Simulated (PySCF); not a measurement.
# Sr²³⁺, Sr²⁴⁺, Sr²⁵⁺: ionisation energies in even-tempered 16s11p5d4f, part 2 of 3

Each state of strontium is computed at each level; their differences give the ionisation energy. How far do the methods differ?

PySCF 2.14.0; even-tempered 16s11p5d4f, no relativity, point nucleus. The scripts are equivalent inputs of a driver's runs. Earlier steps stand in the parts before.

### Step 3. Sr²⁴⁺: the ladder of methods

UHF:

input.py reads:

```python
from pyscf import gto, scf, dft, mp, cc
mol = gto.M(atom="Sr 0 0 0", charge=24, spin=2, symmetry="D2h",
            basis=gto.etbs([(0, 16, 2.7, 2.5), (1, 11, 3.5, 2.5), (2, 5, 15, 2.7), (3, 4, 23, 2.7)]))
mf = scf.UHF(mol)
mf.irrep_nelec = {'Ag': (3, 3), 'B1u': (2, 1), 'B2u': (2, 1), 'B3u': (1, 1)}
mf.kernel()
```

The program printed:

```text
damping factor = 0
level_shift factor = 0
DIIS = <class 'pyscf.scf.diis.CDIIS'>
diis_start_cycle = 1
diis_space = 10
diis_damp = 0
SCF conv_tol = 1e-09
SCF conv_tol_grad = None
number electrons alpha = 8  beta = 6
cycle= 1 E= -2754.69547052826  delta_E= -0.00745  |g|= 0.0587  |ddm|= 0.0486
cycle= 2 E= -2754.69584788383  delta_E= -0.000377  |g|= 0.0144  |ddm|= 0.0107
cycle= 3 E= -2754.69587167345  delta_E= -2.38e-05  |g|= 0.00026  |ddm|= 0.0034
cycle= 4 E= -2754.69587167768  delta_E= -4.23e-09  |g|= 2.45e-05  |ddm|= 3.86e-05
cycle= 5 E= -2754.69587167774  delta_E= -6.05e-11  |g|= 1.18e-06  |ddm|= 4.86e-06
converged SCF energy = -2754.69587167774  <S^2> = 2.001813  2S+1 = 3.0012084
```

It used 4.3 s of CPU time after the integrals (shared host).

Orbital energies by shell (radii are means over both spins):

| shell | electrons | mean orbital energy (eV) | spread (eV) | rms radius (bohr) |
| --- | --- | --- | --- | --- |
| 1s α | 1 | -16987.9 | 0 | 0.0465 |
| 1s β | 1 | -16982.0 | 0 | 0.0465 |
| 2s α | 1 | -3244.0 | 0 | 0.188 |
| 2s β | 1 | -3239.9 | 0 | 0.188 |
| 2p α | 3 | -3052.1 | 3.375 | 0.165 |
| 2p β | 3 | -3044.7 | 4.526 | 0.165 |
| 3s α | 1 | -1216.0 | 0 | 0.462 |
| 3s β | 1 | -1191.0 | 0 | 0.462 |
| 3p α | 2 | -1149.1 | 0 | 0.449 |

⟨S²⟩ = 2.002, ⟨L²⟩ = 2.01.

Spin-orbit constants on these orbitals (cm⁻¹; bare nucleus, screened nucleus, mean field): 3p 77970, 73870, 71960. To first order in LS coupling the lowest level has J = 0 and lies 8.92 eV below the centre of the term.

A non-relativistic calculation at this Z misses sizeable relativistic shifts. Spin-orbit coupling is strong in this species (close to jj coupling), so the high-spin LS determinant is a model state, not a physical level.

LDA:

input.py differs from the last one in:

```diff
@@ -3,3 +3,3 @@
             basis=gto.etbs([(0, 16, 2.7, 2.5), (1, 11, 3.5, 2.5), (2, 5, 15, 2.7), (3, 4, 23, 2.7)]))
-mf = scf.UHF(mol)
+mf = dft.UKS(mol, xc="LDA,VWN")
 mf.irrep_nelec = {'Ag': (3, 3), 'B1u': (2, 1), 'B2u': (2, 1), 'B3u': (1, 1)}
```

The program printed:

```text
damping factor = 0
level_shift factor = 0
DIIS = <class 'pyscf.scf.diis.CDIIS'>
diis_start_cycle = 1
diis_space = 10
diis_damp = 0
SCF conv_tol = 1e-09
SCF conv_tol_grad = None
number electrons alpha = 8  beta = 6
XC functionals = LDA,VWN
    P. A. M. Dirac.,  Math. Proc. Cambridge Philos. Soc. 26, 376 (1930)
    F. Bloch.,  Z. Phys. 57, 545 (1929)
    S. H. Vosko, L. Wilk, and M. Nusair.,  Can. J. Phys. 58, 1200 (1980)
cycle= 1 E= -2751.22738823839  delta_E= -0.0171  |g|= 0.0503  |ddm|= 0.0565
cycle= 2 E= -2751.22740600717  delta_E= -1.78e-05  |g|= 0.00519  |ddm|= 0.00218
cycle= 3 E= -2751.22740621521  delta_E= -2.08e-07  |g|= 0.000164  |ddm|= 0.000219
cycle= 4 E= -2751.2274062156  delta_E= -3.85e-10  |g|= 4.98e-06  |ddm|= 1.2e-05
converged SCF energy = -2751.2274062156  <S^2> = 2.0002546  2S+1 = 3.0001697
```

CPU time 0.59 s on a shared host, the integrals not counted.

PBE:

input.py reads:

```python
from pyscf import gto, scf, dft, mp, cc
mol = gto.M(atom="Sr 0 0 0", charge=24, spin=2, symmetry="D2h",
            basis=gto.etbs([(0, 16, 2.7, 2.5), (1, 11, 3.5, 2.5), (2, 5, 15, 2.7), (3, 4, 23, 2.7)]))
mf = dft.UKS(mol, xc="PBE")
mf.irrep_nelec = {'Ag': (3, 3), 'B1u': (2, 1), 'B2u': (2, 1), 'B3u': (1, 1)}
mf.kernel()
```

The program printed:

```text
damping factor = 0
level_shift factor = 0
DIIS = <class 'pyscf.scf.diis.CDIIS'>
diis_start_cycle = 1
diis_space = 10
diis_damp = 0
SCF conv_tol = 1e-09
SCF conv_tol_grad = None
number electrons alpha = 8  beta = 6
XC functionals = PBE
    J. P. Perdew, K. Burke, and M. Ernzerhof.,  Phys. Rev. Lett. 77, 3865 (1996)
    J. P. Perdew, K. Burke, and M. Ernzerhof.,  Phys. Rev. Lett. 78, 1396 (1997)
    J. P. Perdew, K. Burke, and M. Ernzerhof.,  Phys. Rev. Lett. 77, 3865 (1996)
    J. P. Perdew, K. Burke, and M. Ernzerhof.,  Phys. Rev. Lett. 78, 1396 (1997)
cycle= 1 E= -2754.94657938555  delta_E= -0.0108  |g|= 0.0208  |ddm|= 0.05
cycle= 2 E= -2754.94659126335  delta_E= -1.19e-05  |g|= 0.00152  |ddm|= 0.00237
cycle= 3 E= -2754.94659132364  delta_E= -6.03e-08  |g|= 0.000149  |ddm|= 0.000159
cycle= 4 E= -2754.94659132408  delta_E= -4.34e-10  |g|= 6.18e-06  |ddm|= 1.32e-05
converged SCF energy = -2754.94659132408  <S^2> = 2.0004817  2S+1 = 3.0003211
```

It used 0.74 s of CPU time after the integrals (shared host).

PBE0:

input.py differs from the last one in:

```diff
@@ -3,3 +3,3 @@
             basis=gto.etbs([(0, 16, 2.7, 2.5), (1, 11, 3.5, 2.5), (2, 5, 15, 2.7), (3, 4, 23, 2.7)]))
-mf = dft.UKS(mol, xc="PBE")
+mf = dft.UKS(mol, xc="PBE0")
 mf.irrep_nelec = {'Ag': (3, 3), 'B1u': (2, 1), 'B2u': (2, 1), 'B3u': (1, 1)}
```

The program printed:

```text
damping factor = 0
level_shift factor = 0
DIIS = <class 'pyscf.scf.diis.CDIIS'>
diis_start_cycle = 1
diis_space = 10
diis_damp = 0
SCF conv_tol = 1e-09
SCF conv_tol_grad = None
number electrons alpha = 8  beta = 6
XC functionals = PBE0
    C. Adamo and V. Barone.,  J. Chem. Phys. 110, 6158 (1999)
    M. Ernzerhof and G. E. Scuseria.,  J. Chem. Phys. 110, 5029 (1999)
cycle= 1 E= -2755.02889899719  delta_E= -0.0079  |g|= 0.0241  |ddm|= 0.0461
cycle= 2 E= -2755.0289405322  delta_E= -4.15e-05  |g|= 0.00263  |ddm|= 0.00416
cycle= 3 E= -2755.02894112879  delta_E= -5.97e-07  |g|= 0.000178  |ddm|= 0.000536
cycle= 4 E= -2755.0289411301  delta_E= -1.31e-09  |g|= 7.74e-06  |ddm|= 2.48e-05
cycle= 5 E= -2755.0289411301  delta_E= -2.27e-12  |g|= 8.98e-08  |ddm|= 6.06e-07
converged SCF energy = -2755.0289411301  <S^2> = 2.0007319  2S+1 = 3.0004879
```

It used 1.6 s of CPU time after the integrals (shared host).

r2SCAN:

input.py differs from the last one in:

```diff
@@ -3,3 +3,3 @@
             basis=gto.etbs([(0, 16, 2.7, 2.5), (1, 11, 3.5, 2.5), (2, 5, 15, 2.7), (3, 4, 23, 2.7)]))
-mf = dft.UKS(mol, xc="PBE0")
+mf = dft.UKS(mol, xc="R2SCAN")
 mf.irrep_nelec = {'Ag': (3, 3), 'B1u': (2, 1), 'B2u': (2, 1), 'B3u': (1, 1)}
```

The program printed:

```text
damping factor = 0
level_shift factor = 0
DIIS = <class 'pyscf.scf.diis.CDIIS'>
diis_start_cycle = 1
diis_space = 10
diis_damp = 0
SCF conv_tol = 1e-09
SCF conv_tol_grad = None
number electrons alpha = 8  beta = 6
XC functionals = R2SCAN
    J. W. Furness, A. D. Kaplan, J. Ning, J. P. Perdew, and J. Sun.,  J. Phys. Chem. Lett. 11, 8208-8215 (2020)
    J. W. Furness, A. D. Kaplan, J. Ning, J. P. Perdew, and J. Sun.,  J. Phys. Chem. Lett. 11, 9248-9248 (2020)
    J. W. Furness, A. D. Kaplan, J. Ning, J. P. Perdew, and J. Sun.,  J. Phys. Chem. Lett. 11, 8208-8215 (2020)
    J. W. Furness, A. D. Kaplan, J. Ning, J. P. Perdew, and J. Sun.,  J. Phys. Chem. Lett. 11, 9248-9248 (2020)
cycle= 1 E= -2755.23854568268  delta_E= -0.00901  |g|= 0.0299  |ddm|= 0.0655
cycle= 2 E= -2755.2385957804  delta_E= -5.01e-05  |g|= 0.00311  |ddm|= 0.00461
cycle= 3 E= -2755.2385963755  delta_E= -5.95e-07  |g|= 9.5e-05  |ddm|= 0.00055
cycle= 4 E= -2755.2385963757  delta_E= -1.96e-10  |g|= 7.48e-06  |ddm|= 9.5e-06
converged SCF energy = -2755.2385963757  <S^2> = 2.0011183  2S+1 = 3.0007455
```

CPU time 1.9 s on a shared host, the integrals not counted.

PBEsol:

input.py reads:

```python
from pyscf import gto, scf, dft, mp, cc
mol = gto.M(atom="Sr 0 0 0", charge=24, spin=2, symmetry="D2h",
            basis=gto.etbs([(0, 16, 2.7, 2.5), (1, 11, 3.5, 2.5), (2, 5, 15, 2.7), (3, 4, 23, 2.7)]))
mf = dft.UKS(mol, xc="PBEsol")
mf.irrep_nelec = {'Ag': (3, 3), 'B1u': (2, 1), 'B2u': (2, 1), 'B3u': (1, 1)}
mf.kernel()
```

The program printed:

```text
damping factor = 0
level_shift factor = 0
DIIS = <class 'pyscf.scf.diis.CDIIS'>
diis_start_cycle = 1
diis_space = 10
diis_damp = 0
SCF conv_tol = 1e-09
SCF conv_tol_grad = None
number electrons alpha = 8  beta = 6
XC functionals = PBEsol
    J. P. Perdew, A. Ruzsinszky, G. I. Csonka, O. A. Vydrov, G. E. Scuseria, L. A. Constantin, X. Zhou, and K. Burke.,  Phys. Rev. Lett. 100, 136406 (2008)
    J. P. Perdew, A. Ruzsinszky, G. I. Csonka, O. A. Vydrov, G. E. Scuseria, L. A. Constantin, X. Zhou, and K. Burke.,  Phys. Rev. Lett. 100, 136406 (2008)
cycle= 1 E= -2753.19792259365  delta_E= -0.012  |g|= 0.0322  |ddm|= 0.0538
cycle= 2 E= -2753.19793663353  delta_E= -1.4e-05  |g|= 0.00309  |ddm|= 0.00231
cycle= 3 E= -2753.19793673965  delta_E= -1.06e-07  |g|= 0.000187  |ddm|= 0.00018
cycle= 4 E= -2753.19793674058  delta_E= -9.28e-10  |g|= 6.71e-06  |ddm|= 2.02e-05
converged SCF energy = -2753.19793674058  <S^2> = 2.0004093  2S+1 = 3.0002729
```

CPU time 0.75 s on a shared host, the integrals not counted.

BHandHLYP:

input.py reads:

```python
from pyscf import gto, scf, dft, mp, cc
mol = gto.M(atom="Sr 0 0 0", charge=24, spin=2, symmetry="D2h",
            basis=gto.etbs([(0, 16, 2.7, 2.5), (1, 11, 3.5, 2.5), (2, 5, 15, 2.7), (3, 4, 23, 2.7)]))
mf = dft.UKS(mol, xc="BHANDHLYP")
mf.irrep_nelec = {'Ag': (3, 3), 'B1u': (2, 1), 'B2u': (2, 1), 'B3u': (1, 1)}
mf.kernel()
```

The program printed:

```text
damping factor = 0
level_shift factor = 0
DIIS = <class 'pyscf.scf.diis.CDIIS'>
diis_start_cycle = 1
diis_space = 10
diis_damp = 0
SCF conv_tol = 1e-09
SCF conv_tol_grad = None
number electrons alpha = 8  beta = 6
XC functionals = BHANDHLYP
    A. D. Becke.,  J. Chem. Phys. 98, 1372 (1993)
    Defined through Gaussian implementation.
cycle= 1 E= -2755.4083893115  delta_E= -0.0066  |g|= 0.0316  |ddm|= 0.0434
cycle= 2 E= -2755.4084881318  delta_E= -9.88e-05  |g|= 0.00502  |ddm|= 0.00609
cycle= 3 E= -2755.40849087341  delta_E= -2.74e-06  |g|= 0.000114  |ddm|= 0.00116
cycle= 4 E= -2755.4084908745  delta_E= -1.09e-09  |g|= 3.6e-06  |ddm|= 2.34e-05
cycle= 5 E= -2755.40849087451  delta_E= -3.18e-12  |g|= 1.41e-07  |ddm|= 1.55e-07
converged SCF energy = -2755.40849087451  <S^2> = 2.0010023  2S+1 = 3.0006681
```

CPU time 1.7 s on a shared host, the integrals not counted.

MP2 (outer shells):

input.py reads:

```python
from pyscf import gto, scf, dft, mp, cc
mol = gto.M(atom="Sr 0 0 0", charge=24, spin=2, symmetry="D2h",
            basis=gto.etbs([(0, 16, 2.7, 2.5), (1, 11, 3.5, 2.5), (2, 5, 15, 2.7), (3, 4, 23, 2.7)]))
mf = scf.UHF(mol)
mf.irrep_nelec = {'Ag': (3, 3), 'B1u': (2, 1), 'B2u': (2, 1), 'B3u': (1, 1)}
mf.kernel()
mp.UMP2(mf, frozen=1).kernel()
```

The driver printed no log here.

It used 1.4 s of CPU time after the integrals (shared host).

With 12 electrons correlated, the MP2 correlation energy is -0.46810 hartree (-0.11800 same spin, -0.35010 opposite spin); the SCS form gives -0.45945. Largest pairs of shells: 2p-2p -0.1965, 3s-3p -0.0658, 2s-2p -0.0561, 2p-3p -0.0415, 2p-3s -0.0391.

Radial density 4πr²ρ of Sr²⁴⁺ at UHF:

| r (bohr) | density | spin density |
| --- | --- | --- |
| 0.000808 | 0.296 | 0.000 |
| 0.00136 | 0.802 | 0.000 |
| 0.00229 | 2.12 | 0.000 |
| 0.00385 | 5.32 | 0.000 |
| 0.00647 | 12.3 | 0.002 |
| 0.0109 | 25.0 | 0.012 |
| 0.0183 | 40.5 | 0.067 |
| 0.0308 | 46.6 | 0.329 |
| 0.0518 | 38.7 | 1.157 |
| 0.0871 | 45.9 | 2.123 |
| 0.146 | 50.1 | 0.629 |
| 0.246 | 17.8 | 1.644 |
| 0.414 | 12.7 | 5.948 |
| 0.697 | 1.90 | 0.885 |
| 1.17 | 0.0129 | 0.006 |

[end of part 2 of 3]
